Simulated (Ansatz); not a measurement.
# FH4O2SSi2 radical: up Jacob's ladder to CCSD(T)

An exercise on one series of results from a longer session: the logs are not shown, and one member is left open.

Program: Ansatz 0.2.0, Gaussian basis. Level of theory: functionals in def2-TZVPP, the program's frozen cores in correlated methods. These are calculated values, not measurements.

Plan: PBE-D4, r2SCAN-D4, PBE0-D4, B3LYP-D4, ωB97X-V, ωB97M-V, B2PLYP; CCSD(T)/def2-TZVPP; MP2/def2-QZVPP; extrapolation to the limit.

## The relaxed structure

An earlier PBE0-D4 in a triple-zeta def2 set relaxation fixed the geometry.

SMILES `O[SiH]S[SiH](O)F`, 10 atoms, charge 0, spin multiplicity 2.

Atoms are counted from 1 here; the program's logs count them from 0.

Bond lengths: O1–Si2 1.640 Å, O1–H7 0.965 Å, Si2–S3 2.162 Å, Si2–H8 1.487 Å, S3–Si4 2.102 Å, Si4–O5 1.645 Å, Si4–F6 1.590 Å, Si4–H9 1.476 Å, O5–H10 0.960 Å. Angles: Si2–O1–H7 112.9°, O1–Si2–S3 112.7°, O1–Si2–H8 107.1°, S3–Si2–H8 105.6°, Si2–S3–Si4 95.6°, S3–Si4–O5 108.0°, S3–Si4–F6 107.7°, S3–Si4–H9 114.8°, O5–Si4–F6 109.9°, O5–Si4–H9 109.8°, F6–Si4–H9 106.5°, Si4–O5–H10 117.2°.

The first run:

Input file in.yaml:

```yaml
crystal:
  periodic: [false, false, false]
  atoms:
    - {symbol: O, position_ang: [0.390500, 2.154676, 0.510528]}
    - {symbol: Si, position_ang: [0.911058, 0.873423, 1.391208]}
    - {symbol: S, position_ang: [1.587012, -0.767965, 0.157646]}
    - {symbol: Si, position_ang: [-0.322614, -1.298271, -0.542999]}
    - {symbol: O, position_ang: [-1.116621, 0.084872, -0.947105]}
    - {symbol: F, position_ang: [-0.128059, -2.207920, -1.832231]}
    - {symbol: H, position_ang: [-0.232930, 1.906044, -0.183260]}
    - {symbol: H, position_ang: [2.107411, 1.321616, 2.152198]}
    - {symbol: H, position_ang: [-1.135715, -2.083265, 0.406422]}
    - {symbol: H, position_ang: [-2.060032, 0.016789, -1.112407]}
basis:
  gaussian: {orbitals: def2-TZVPP}
magnetization: {spin_polarized: true, initial_magnetization: 1}
hamiltonian: {xc: pbe, dispersion: d4}
output: {forces: true, orbitals: {seedname: orbitals}}
```

On the command line:

```bash
$ ansatz run in.yaml --threads 2 --pin off --events-out ev --progress --plain --max-ram 22528MiB --backend cuda --devices 0, --max-vram 18GiB
```

Steps of the session up to this table: PBE-D4 (GGA); r2SCAN-D4 (meta-GGA); PBE0-D4 (hybrid); B3LYP-D4 (hybrid); ωB97X-V (range-separated); ωB97M-V (range-separated); B2PLYP (double hybrid); CCSD(T) in def2-TZVPP; MP2 in def2-QZVPP.

One of the session's tables, all rows but one given; the rest of the session is left out.

| method | atomisation energy (kJ/mol) |
| --- | --- |
| PBE-D4 | 3741.2 |
| r2SCAN-D4 | ? |
| PBE0-D4 | 3654.4 |
| B3LYP-D4 | 3664.5 |
| ωB97X-V | 3707.9 |
| ωB97M-V | 3703.4 |
| B2PLYP | 3633.1 |
| HF/def2-TZVPP | 2618.5 |
| MP2/def2-TZVPP | 3696.5 |
| CCSD/def2-TZVPP | 3512.4 |
| CCSD(T)/def2-TZVPP | 3578.1 |
| MP2/CBS | 3829.3 |
| CCSD(T)/CBS | 3710.8 |

Q: Estimate the row for r2SCAN-D4 from the others.

The run gave: atomisation energy (kJ/mol): 3719.2. In the column «atomisation energy (kJ/mol)» it lies between CCSD(T)/CBS (3710.8) and PBE-D4 (3741.2).

To keep in mind: Free atoms (2 O, 2 Si, 1 S, 1 F, 4 H) were run apart at each level; the atomisation energy is their sum less the molecule, without zero-point or spin-orbit terms.
